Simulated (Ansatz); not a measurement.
# BrClH₂Si + H₂O: a complex and its separated parts

Aim: how far the complex at one end of a reaction step lies below its separated, relaxed parts, level by level.

The runs use Ansatz 0.2.0, Gaussian basis; PBE0-D4/def2-TZVP structures, single points in def2-TZVPP, no counterpoise correction.

Levels: SPW92, PBE-D4, BLYP-D4, r2SCAN-D4, B97M-V, PBE0-D4, B3LYP-D4, r2SCAN0-D4, BHLYP-D4, CAM-B3LYP-D4, wB97X-V, wB97M-V, B2PLYP, PBE-QIDH, RPA on PBE, Hartree-Fock, MP2, CCSD, CCSD(T).

Correlated methods freeze the cores. Filled d shells of the heavier atoms are correlated. B3LYP uses VWN-RPA correlation. B2PLYP carries no dispersion term here.

95 further runs of the same task are left out: 1 that didn't finish, 94 set aside as unsound or not needed.

## (1) Starting geometry

The complex: 8 atoms, charge 0, spin multiplicity 1.

Atoms are counted from 1 here; the program's logs count them from 0.

Bond lengths: Si1–Br2 2.444 Å, Si1–H3 1.468 Å, Si1–H4 1.466 Å, Si1–Cl5 2.173 Å, Si1–O7 1.843 Å, H6–O7 0.980 Å, O7–H8 0.970 Å. Angles: Br2–Si1–H3 90.3°, Br2–Si1–H4 92.4°, Br2–Si1–Cl5 163.7°, Br2–Si1–O7 79.8°, H3–Si1–H4 125.7°, H3–Si1–Cl5 95.0°, H3–Si1–O7 118.8°, H4–Si1–Cl5 96.9°, H4–Si1–O7 115.0°, Cl5–Si1–O7 84.1°, Si1–O7–H6 111.2°, Si1–O7–H8 116.3°, H6–O7–H8 118.1°.

Coordinates:

```
Si   -0.09527   -0.31038   -0.63486
Br    2.04230   -1.16684    0.18332
H     0.59708    0.42383   -1.70155
H    -0.66187   -1.65791   -0.75098
Cl   -1.96513    0.77644   -0.84065
H     0.79872    0.35065    1.47004
O    -0.09538    0.38973    1.07052
H    -0.62045    1.19448    1.20425
```

Its parts: BrClH₂Si holds atoms 1, 2, 3, 4, 5; H₂O holds atoms 6, 7, 8. Each part counts its atoms afresh in its own runs.

## (2) Relaxing BrClH₂Si alone

File relax-a/in.yaml:

```yaml
crystal:
  periodic: [false, false, false]
  atoms:
    - {symbol: Si, position_ang: [-0.095271, -0.310377, -0.634858]}
    - {symbol: Br, position_ang: [2.042303, -1.166844, 0.183325]}
    - {symbol: H, position_ang: [0.597083, 0.423825, -1.701550]}
    - {symbol: H, position_ang: [-0.661866, -1.657906, -0.750983]}
    - {symbol: Cl, position_ang: [-1.965134, 0.776439, -0.840653]}
basis:
  gaussian: {orbitals: def2-TZVP}
hamiltonian: {xc: pbe0, dispersion: d4}
relax: {f_tol: 0.005, max_steps: 200}
```

The run is started by

```bash
$ ansatz run in.yaml --threads 4 --pin off --events-out ev --progress --plain --max-ram 9574MiB
```

After this run come: Relaxing H₂O alone; SPW92/def2-TZVPP; PBE-D4/def2-TZVPP; BLYP-D4/def2-TZVPP; r2SCAN-D4/def2-TZVPP; B97M-V/def2-TZVPP; PBE0-D4/def2-TZVPP; B3LYP-D4/def2-TZVPP; r2SCAN0-D4/def2-TZVPP; BHLYP-D4/def2-TZVPP; CAM-B3LYP-D4/def2-TZVPP; wB97X-V/def2-TZVPP; wB97M-V/def2-TZVPP; B2PLYP/def2-TZVPP; PBE-QIDH/def2-TZVPP; RPA on PBE/def2-TZVPP; CCSD(T)/def2-TZVPP; Vibrations of BrClH₂Si; Vibrations of H₂O.

Q: Predict the outcome of this session. Wanted: complex less parts, CCSD(T)/def2-TZVPP; with zero-point energy; largest T1 diagnostic.

As calculated:

| quantity | value |
| --- | --- |
| complex less parts, CCSD(T)/def2-TZVPP | +0.488 eV |
| with zero-point energy | +0.593 eV |
| largest T1 diagnostic | 0.008 |

In words: At CCSD(T) the complex lies 0.488 eV above its parts. Among the functionals B2PLYP lands nearest to CCSD(T) (+0.007 eV) and SPW92 farthest (-0.607 eV). Mean unsigned error by rung: LDA 0.607, GGA 0.122, meta-GGA 0.123, hybrid 0.104, range-separated hybrid 0.115, double hybrid 0.049 eV. PBE-D4 gives a relative energy 0.178 eV too low, outside chemical accuracy (1 kcal/mol, 0.043 eV). No counterpoise was applied, and triple zeta lacks some correlation, so the CCSD(T) reference has a basis error of its own, and close matches with it are partly luck.
